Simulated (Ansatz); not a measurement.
# LiMg and its free atoms: a cohesive energy from free atoms

Run with the Ansatz DFT code, driven from Python.

`cohesive_limg.py`:
```python
"""Binding of LiMg against spin-polarised atoms in a box."""

from collections import Counter
import warnings

import ansatz as az

CUTOFF_EV = 500
K_SPACING = 0.16
OCCUPATIONS = "fermi_dirac"
SMEARING_WIDTH = 0.02


def counts(outcome):
    return Counter(site.symbol for site in outcome.lattice.sites)

UNPAIRED = {"Li": 1, "Mg": 0}  # unpaired electrons of the free atoms


def solve(name, crystal):
    calc = (
        crystal.calculation()
        .functional(az.Functional.R2SCAN)
        .basis(CUTOFF_EV)
        .kpoints(spacing=K_SPACING)
        .occupations(OCCUPATIONS, width=SMEARING_WIDTH)
    )
    if name.endswith(" atom"):
        calc = calc.kpoints(1, 1, 1).occupations("fermi_dirac", width=0.01)
        if UNPAIRED[name.split()[0]]:
            calc = calc.spin("collinear")
        return calc.run(threads=1, backend="cpu")
    calc = calc.relax(force_tolerance=0.03, max_steps=40, cell=True)
    return calc.run(threads=1, backend="cpu")


def main() -> None:
    warnings.simplefilter("ignore")

    phases = {}
    limg = (
        az.Lattice.of((3.378185, 0.0, 0.0), (0.0, 3.378185, 0.0), (0.0, 0.0, 3.55261))
        .atom("Li", (0.0, 0.0, 0.0))
        .atom("Mg", (0.5, 0.5, 0.5))
    )
    phases["LiMg"] = limg
    # a box with unlike edges lets an open shell break the spherical symmetry
    for element, moment in UNPAIRED.items():
        phases[f"{element} atom"] = az.Lattice.orthorhombic(10.0, 10.5, 11.0).atom(element, (0.5, 0.5, 0.5), moment=moment or None)

    done = {}
    for name, crystal in phases.items():
        done[name] = solve(name, crystal)
        print(f"{name}: {done[name].report['energy_sigma0_ev']:.4f} eV, {len(done[name].lattice.sites)} atoms")

    for element in UNPAIRED:
        atom = done[f"{element} atom"].report
        print(f"{element} atom: {atom['energy_sigma0_ev']:.4f} eV, moment {atom['magnetization_mub']:.2f} muB")
    solid = done["LiMg"]
    n = counts(solid)
    binding = (sum(k * done[f"{e} atom"].report["energy_sigma0_ev"] for e, k in n.items()) - solid.report["energy_sigma0_ev"]) / sum(n.values())
    print(f"cohesive energy {binding:.3f} eV/atom = {96.4853 * binding:.0f} kJ/mol of atoms (no zero-point energy)")


if __name__ == "__main__":
    main()
```

Running `python cohesive_limg.py` prints:
```text
LiMg: -2131.6434 eV, 2 atoms
Li atom: -203.5699 eV, 1 atoms
Mg atom: -1924.6994 eV, 1 atoms
Li atom: -203.5699 eV, moment 1.00 muB
Mg atom: -1924.6994 eV, moment 0.00 muB
cohesive energy 1.687 eV/atom = 163 kJ/mol of atoms (no zero-point energy)
```

What to keep in mind:
- Total energies depend on the potentials; only differences at equal settings carry meaning.
- The magnetic order follows from the starting moments and needn't be the lowest.
- For the metals among these phases the mesh is modest: differences between phases can be off by up to 40 meV an atom.
- r2SCAN tends to overestimate the moments of itinerant magnets.
- The cells come from databases of deposited and of computed structures, and not all need be stable phases.
- Free atoms in a box carry small image and symmetry errors, and spin-orbit coupling is left out.
- Run time: 13 min on 1 thread of Arm Neoverse V1, on a shared host, peak memory 2 GiB.
